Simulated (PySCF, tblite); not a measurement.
**6-hydroxyhexan-2-one: geometry, infrared bands and NMR shifts**

Wanted: the infrared bands and NMR shifts of 6-hydroxyhexan-2-one (`CC(=O)CCCCO`), by calculation.

Computed with tblite 0.8.0 and PySCF 2.14.0, with density-fitted response routines of our own, on a single molecule in the gas phase. Atoms count from 0, in the outputs and in this text.

### Step 1. The molecule as given

20 atoms, charge 0, multiplicity 1; geometry from: force field or distance geometry start.

Bonds of the start (Å): C0–C1 1.51, C1–O2 1.24, C1–C3 1.52, C3–C4 1.54, C4–C5 1.53, C5–C6 1.52, C6–O7 1.42, C0–H8 1.09, C0–H9 1.08, C0–H10 1.09, C3–H11 1.08, C3–H12 1.09, C4–H13 1.09, C4–H14 1.10, C5–H15 1.11, C5–H16 1.09, C6–H17 1.10, C6–H18 1.09, O7–H19 0.97.

### Step 2. Optimising the geometry with GFN2-xTB

What the job is given:

```
{"job": {"kind": "relax", "xc": "GFN2-xTB", "basis": "xTB"}, "charge": 0, "multiplicity": 1}
C      3.224000     0.400900    -0.204200
C      1.830600    -0.017500     0.216700
O      1.470800     0.115800     1.393200
C      0.961800    -0.640100    -0.857600
C     -0.467100    -0.937100    -0.381600
C     -1.309900     0.335900    -0.261100
C     -2.719900     0.030600     0.206700
O     -3.462000     1.237900     0.304100
H      3.142500     1.151100    -0.992600
H      3.767600    -0.466900    -0.556900
H      3.745200     0.838600     0.644300
H      0.949300     0.011200    -1.720000
H      1.434700    -1.589200    -1.129100
H     -0.450900    -1.475700     0.563000
H     -0.944000    -1.588700    -1.121700
H     -0.843700     1.041800     0.454200
H     -1.347800     0.864000    -1.218200
H     -2.721900    -0.461400     1.192700
H     -3.230800    -0.630000    -0.491800
H     -3.033900     1.789600     0.980600
```

On the command line:

```
OMP_NUM_THREADS=1 python probes_run.py task.json out
```

One launch serves the whole session: the jobs run in the order shown.

**Question.** This job is followed by: GFN2-xTB harmonic vibrations, gas phase; GIAO PBE0/pcSseg-1 NMR shielding, non-relativistic, gas phase. What will the session give for the following? strongest single infrared mode (GFN2-xTB); zero-point energy (GFN2-xTB); ¹³C shifts against TMS (PBE0/pcSseg-1); ¹H shifts against TMS (PBE0/pcSseg-1, means over atoms taken as alike); ¹⁷O shifts against H2O (PBE0/pcSseg-1); surface potential, 1st and 99th percentile.

The runs gave:

| quantity | value |
| --- | --- |
| strongest single infrared mode (GFN2-xTB) | 1780 cm⁻¹, 294 km/mol |
| zero-point energy (GFN2-xTB) | 107.2 kcal/mol |
| ¹³C shifts against TMS (PBE0/pcSseg-1) | 212.0, 69.0, 44.7, 38.5, 32.7, 21.5 ppm |
| ¹H shifts against TMS (PBE0/pcSseg-1, means over atoms taken as alike) | 3.81, 2.38, 2.17, 1.41, 1.34, 0.02 ppm |
| ¹⁷O shifts against H2O (PBE0/pcSseg-1) | 665.9, 44.9 ppm |
| surface potential, 1st and 99th percentile | -1.72 V and 1.76 V |

Relaxing lowered the energy by 0.103 eV in 24 steps; the close pair that moved most is C1–O2, from 1.237 to 1.204 Å. The lowest mode is imaginary (22i cm⁻¹), so the xTB geometry is not a minimum. The strongest single mode, at 1780 cm⁻¹, moves mainly C1 and O2. Unscaled tight-binding wavenumbers are off by several per cent, some by more. Its intensities can rank the bands wrongly. C1 (ketone carbonyl carbon) lies farthest downfield among carbon, at 212.0 ppm; low-lying n→π* states of the double bond to the heteroatom give a large paramagnetic term (-275 ppm). The most deshielded hydrogen is H17, H18 (mean) (hydrogen on an sp3 CH2 bonded to O), at 3.81 ppm: its carbon carries O, which withdraws density. At PBE0/pcSseg-1: The largest span, 1283 ppm, is at O2, where the paramagnetic term is -736 ppm. By nearest atom (PBE0/pcSseg-1), the HOMO sits on O2 58 %; C0, C3 about 10 % each and the LUMO on C1 45 %; O2 30 %.
